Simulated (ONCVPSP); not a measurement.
# An ONCV potential for Hf, from input to tests

Task: generate the file, and judge it by its errors in other configurations, its logarithmic derivatives, its ghosts and its cutoff.

Program: ONCVPSP 4.0.1. Reference atom: PBE, non-relativistic, spherical and spin-unpolarised. All values are calculated.

## (1) The design

Typed settings, in words:

```
element                 : hafnium (Hf, Z = 72)
type                    : optimised norm-conserving Vanderbilt (ONCV)
frozen core             : [Kr] 4d10 4f14
valence charge          : 12
reference configuration : 5s2 5p6 5d2 6s2
partial waves           : 5s+6s: rc 1.85 bohr, ncon 3, nbas 7, qcut 6.9 1/bohr, 2 projectors; 5p: rc 1.90 bohr, ncon 4, nbas 7, qcut 8.1 1/bohr, 2 projectors, debl 0.5 Ha; 5d: rc 1.80 bohr, ncon 4, nbas 8, qcut 6.1 1/bohr, 1 projector
local potential         : polynomial inside 1.80 bohr (lpopt 1, dvloc0 0 Ha)
core correction         : not asked for
```

An earlier all-electron run gives the scale for the radii.

All-electron outer shells of the reference configuration (PBE, non-relativistic, ld1.x):

```json
{"shell": "5s", "level (eV)": "-55.65", "outermost node (bohr)": "0.60", "outermost maximum (bohr)": "1.10"}
{"shell": "5p", "level (eV)": "-33.76", "outermost node (bohr)": "0.62", "outermost maximum (bohr)": "1.20"}
{"shell": "4f", "level (eV)": "-23.48", "outermost node (bohr)": "–", "outermost maximum (bohr)": "0.45"}
{"shell": "6s", "level (eV)": "-4.39", "outermost node (bohr)": "1.50", "outermost maximum (bohr)": "3.19"}
{"shell": "5d", "level (eV)": "-3.72", "outermost node (bohr)": "0.67", "outermost maximum (bohr)": "1.65"}
{"shell": "6p", "level (eV)": "-1.50", "outermost node (bohr)": "1.72", "outermost maximum (bohr)": "4.15"}
```

## (2) The generation run

Input file Hf.dat:

```
# ATOM AND REFERENCE CONFIGURATION
# atsym  z   nc   nv     iexc    psfile
  Hf 72.00   10    4        4      upf
#
#   n    l    f
    1    0    2.00
    2    0    2.00
    2    1    6.00
    3    0    2.00
    3    1    6.00
    3    2   10.00
    4    0    2.00
    4    1    6.00
    4    2   10.00
    4    3   14.00
    5    0    2.00
    5    1    6.00
    5    2    2.00
    6    0    2.00
#
# PSEUDOPOTENTIAL AND OPTIMIZATION
# lmax
    2
#
#   l,   rc,      ep,       ncon, nbas, qcut
    0    1.85    0.00    3    7    6.90
    1    1.90    0.00    4    7    8.10
    2    1.80    0.00    4    8    6.10
#
# LOCAL POTENTIAL
# lloc, lpopt,  rc(5),   dvloc0
    4    1    1.80    0.00
#
# VANDERBILT-KLEINMAN-BYLANDER PROJECTORs
# l, nproj, debl
    0    2    1.70
    1    2    0.50
    2    1    3.70
#
# MODEL CORE CHARGE
# icmod, fcfact, rcfact
    0    0.00    0.00
#
# LOG DERIVATIVE ANALYSIS
# epsh1, epsh2, depsh
   -4.00    5.00    0.02
#
# OUTPUT GRID
# rlmax, drl
    6.00    0.01
#
# TEST CONFIGURATIONS
# ncnf
    4
# nvcnf
#   n    l    f
    4
    5    0    2.00
    5    1    6.00
    5    2    2.00
    6    0    1.00
#
    4
    5    0    2.00
    5    1    6.00
    5    2    2.00
    6    0    0.00
#
    4
    5    0    2.00
    5    1    6.00
    5    2    1.00
    6    0    0.00
#
    4
    5    0    2.00
    5    1    6.00
    5    2    3.00
    6    0    0.00
#
```

On the command line:

```
oncvpspnr.x < Hf.dat > Hf.out
```

Before running it: what results should come out? Wanted: cutoffs for 1 and 0.1 mHa per electron, occupied waves; bound ghosts; GHOST(+) flags; largest test error; largest phase difference near zero energy, channels read; projector energies reset by the program.

The runs gave:

| quantity | value |
| --- | --- |
| cutoffs for 1 and 0.1 mHa per electron, occupied waves | 18 Ha and 23 Ha |
| bound ghosts | none found |
| GHOST(+) flags | none at low energy |
| largest test error (AE − PS) | +14 meV, for 5s2 5p6 5d2 6s0 |
| largest phase difference near zero energy, channels read | 0.000 rad |
| projector energies reset by the program | p: -1.241, 0.250 Ha |

The worst unpolarised test, 5s2 5p6 5d2 6s0, is off by 14 meV on 19.9 eV; by total energies transferability rates as good. It counts as of middling hardness, with 18 Ha needed at the looser tolerance. The program's ghost test flags no bound state. Near zero energy the phases of the channels with partial waves agree within 0.001 rad. Note that the frozen 4f shell (-23 eV) lies higher than the valence 5s shell (-56 eV). A non-relativistic atom is unphysical at this Z; the numbers test the scheme, not the element.
